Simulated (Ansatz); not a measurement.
**C₂H₅BO₂: basis-set convergence**

An exercise on one series of results from a longer session: the logs are not shown, and one member is left open.

The runs use Ansatz 0.2.0, Gaussian basis; one geometry, several basis sets.

Levels to be run: PBE0-D4/def2-SVP; ωB97M-V/def2-SVP; PBE0-D4/def2-QZVPP; ωB97M-V/def2-QZVPP; the functionals' def2-TZVPP values are taken from earlier runs.

## The relaxed structure

An earlier PBE0-D4 in a triple-zeta def2 set relaxation fixed the geometry.

SMILES `OC1(O)BC1`, 10 atoms, charge 0, spin multiplicity 1.

Atoms are counted from 1 here; the program's logs count them from 0.

Bond lengths: O1–C2 1.381 Å, O1–H6 0.966 Å, C2–O3 1.398 Å, C2–B4 1.538 Å, C2–C5 1.518 Å, O3–H7 0.963 Å, B4–C5 1.536 Å, B4–H8 1.184 Å, C5–H9 1.089 Å, C5–H10 1.087 Å. Angles: C2–O1–H6 107.9°, O1–C2–O3 115.0°, O1–C2–B4 123.3°, O1–C2–C5 119.7°, O3–C2–B4 115.0°, O3–C2–C5 112.0°, B4–C2–C5 60.4°, C2–O3–H7 107.4°, C2–B4–C5 59.2°, C2–B4–H8 151.2°, C5–B4–H8 148.9°, C2–C5–B4 60.5°, C2–C5–H9 113.6°, C2–C5–H10 120.4°, B4–C5–H9 115.5°, B4–C5–H10 122.4°, H9–C5–H10 114.0°.

The first run:

Input file in.yaml:

```yaml
crystal:
  periodic: [false, false, false]
  atoms:
    - {symbol: O, position_ang: [-0.841282, -0.581748, -1.312217]}
    - {symbol: C, position_ang: [0.069755, -0.216214, -0.340977]}
    - {symbol: O, position_ang: [1.379456, -0.036377, -0.797033]}
    - {symbol: B, position_ang: [-0.054459, -0.632887, 1.134400]}
    - {symbol: C, position_ang: [-0.316076, 0.817525, 0.700891]}
    - {symbol: H, position_ang: [-0.957593, 0.169777, -1.907148]}
    - {symbol: H, position_ang: [1.704988, -0.895966, -1.085336]}
    - {symbol: H, position_ang: [0.099839, -1.418234, 2.007033]}
    - {symbol: H, position_ang: [-1.363435, 1.112035, 0.656424]}
    - {symbol: H, position_ang: [0.361805, 1.630989, 0.946963]}
basis:
  gaussian: {orbitals: def2-SVP}
hamiltonian: {xc: pbe0, dispersion: d4}
output: {orbitals: {seedname: orbitals}}
```

Steps of the session up to this table: PBE0-D4 in def2-SVP; ωB97M-V in def2-SVP; PBE0-D4 in def2-QZVPP; ωB97M-V in def2-QZVPP.

One of the session's tables, all rows but one given; the rest of the session is left out.

```
functional       basis  HOMO (eV)
   PBE0-D4    def2-SVP      -6.85
   PBE0-D4  def2-TZVPP      -7.00
   PBE0-D4  def2-QZVPP      -7.05
   ωB97M-V    def2-SVP          ?
   ωB97M-V  def2-TZVPP      -9.30
   ωB97M-V  def2-QZVPP      -9.34
```

**Question.** Estimate the row for ωB97M-V, def2-SVP.

As computed: HOMO (eV): -9.13. In the column «HOMO (eV)» it lies between ωB97M-V, def2-TZVPP (-9.30) and PBE0-D4, def2-QZVPP (-7.05).
